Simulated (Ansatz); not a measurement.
# CH₆GaNS: a ladder of functionals and wavefunction methods

How much do the methods differ for CH₆GaNS? The plan is to run it at one geometry with functionals of several rungs and with coupled cluster. The yardstick is the atomisation energy at the CCSD(T) limit.

Method: functionals in def2-TZVPP, the program's frozen cores in correlated methods; program: Ansatz 0.2.0, Gaussian basis.

Levels to be run: LDA (SPW92), PBE-D4, revPBE-D4, BLYP-D4, r2SCAN-D4, B97M-V, PBE0-D4, B3LYP-D4, r2SCANh-D4, r2SCAN0-D4, HSE06-D4, BHLYP-D4, CAM-B3LYP-D4, LC-ωPBE, ωB97X-V, ωB97M-V, B2PLYP, PBE-QIDH; CCSD(T)/def2-SVP; CCSD(T)/def2-TZVPP; MP2/def2-QZVPP; extrapolation to the limit; RPA on PBE.

**1. The geometry**

All runs share one geometry, relaxed beforehand with PBE0-D4 in a triple-zeta def2 set.

SMILES `C[NH][GaH][SH]`, 10 atoms, charge 0, spin multiplicity 1.

Atoms are counted from 1 here; the program's logs count them from 0.

Bond lengths: C1–N2 1.444 Å, C1–H5 1.097 Å, C1–H6 1.097 Å, C1–H7 1.093 Å, N2–Ga3 1.811 Å, N2–H8 1.007 Å, Ga3–S4 2.206 Å, Ga3–H9 1.554 Å, S4–H10 1.343 Å. Angles: N2–C1–H5 112.4°, N2–C1–H6 112.3°, N2–C1–H7 109.9°, H5–C1–H6 107.8°, H5–C1–H7 107.1°, H6–C1–H7 107.1°, C1–N2–Ga3 126.6°, C1–N2–H8 113.5°, Ga3–N2–H8 120.0°, N2–Ga3–S4 118.0°, N2–Ga3–H9 121.1°, S4–Ga3–H9 120.8°, Ga3–S4–H10 94.6°.

**2. LDA**

This LDA is Slater exchange with PW92 correlation.

The input, in.yaml:

```yaml
crystal:
  periodic: [false, false, false]
  atoms:
    - {symbol: C, position_ang: [-0.649595, 1.282189, 0.785315]}
    - {symbol: N, position_ang: [0.084845, 0.431452, -0.121749]}
    - {symbol: Ga, position_ang: [0.140903, -1.378683, -0.097236]}
    - {symbol: S, position_ang: [1.359928, -2.398579, -1.626565]}
    - {symbol: H, position_ang: [-1.398341, 1.895136, 0.268618]}
    - {symbol: H, position_ang: [0.006971, 1.958495, 1.346343]}
    - {symbol: H, position_ang: [-1.183821, 0.672369, 1.517878]}
    - {symbol: H, position_ang: [0.600676, 0.941245, -0.820596]}
    - {symbol: H, position_ang: [-0.645049, -2.192200, 0.967712]}
    - {symbol: H, position_ang: [1.766484, -1.262423, -2.216716]}
basis:
  gaussian: {orbitals: def2-TZVPP}
hamiltonian: {xc: lda}
output: {orbitals: {seedname: orbitals}}
```

Further steps of the session: PBE-D4 (GGA); revPBE-D4 (GGA); BLYP-D4 (GGA); r2SCAN-D4 (meta-GGA); B97M-V (meta-GGA); PBE0-D4 (hybrid); B3LYP-D4 (hybrid); r2SCANh-D4 (hybrid); r2SCAN0-D4 (hybrid); HSE06-D4 (hybrid); BHLYP-D4 (hybrid); CAM-B3LYP-D4 (range-separated); LC-ωPBE (range-separated); ωB97X-V (range-separated); ωB97M-V (range-separated); B2PLYP (double hybrid); PBE-QIDH (double hybrid); CCSD(T) in def2-SVP; CCSD(T) in def2-TZVPP; MP2 in def2-QZVPP; RPA on PBE orbitals.

Q: Predict the results of all the runs planned. Wanted: atomisation energy, CCSD(T)/CBS; farthest beyond LDA; mean size of error, GGA; mean size of error, meta-GGA; mean size of error, hybrid; mean size of error, range-separated; mean size of error, double hybrid; gap, smallest and largest; T1 diagnostic.

The runs gave:

```
                               quantity                                                                                                         value
        atomisation energy, CCSD(T)/CBS                                                                                                774.7 kcal/mol
functionals within 7.7 kcal/mol (1.0 %)  BLYP-D4, r2SCAN-D4, B97M-V, PBE0-D4, B3LYP-D4, r2SCANh-D4, HSE06-D4, CAM-B3LYP-D4, LC-ωPBE, ωB97X-V, ωB97M-V
                    farthest beyond LDA                                                                                     BHLYP-D4 (-24.3 kcal/mol)
                mean size of error, GGA                                                                                                  8.7 kcal/mol
           mean size of error, meta-GGA                                                                                                  1.3 kcal/mol
             mean size of error, hybrid                                                                                                  9.0 kcal/mol
    mean size of error, range-separated                                                                                                  2.4 kcal/mol
      mean size of error, double hybrid                                                                                                 10.1 kcal/mol
              gap, smallest and largest                                                                     4.14 eV (LDA (SPW92)), 11.01 eV (LC-ωPBE)
                          T1 diagnostic                                                                                                        0.0133
triples share of the correlation energy                                                                                                         4.0 %
```

**Reading.** LDA overbinds by 109.4 kcal/mol (14 %). PBE-D4 is off by +8.2 kcal/mol. Double hybrids carry the basis error of their MP2 part in triple zeta, and no dispersion term here, so their miss is partly the set-up's. The rungs meta-GGA, range-separated miss on average by less than the doubt on the reference (7.7 kcal/mol), so they tie. Misses under about 7.7 kcal/mol are within the doubt on the reference itself, which lacks core-valence correlation, relativity and higher excitations, and its outer-core shells are covered unevenly. Hartree-Fock recovers 70 % of the binding; the rest is correlation. CCSD(T) in def2-SVP is off by -48.9 kcal/mol, more than most functionals: a good method in a small basis is no reference. Orbital gaps span 4.1 to 11.0 eV; exact exchange widens them. Correlated methods include outer-core shells of Ga, which these sets cover unevenly.
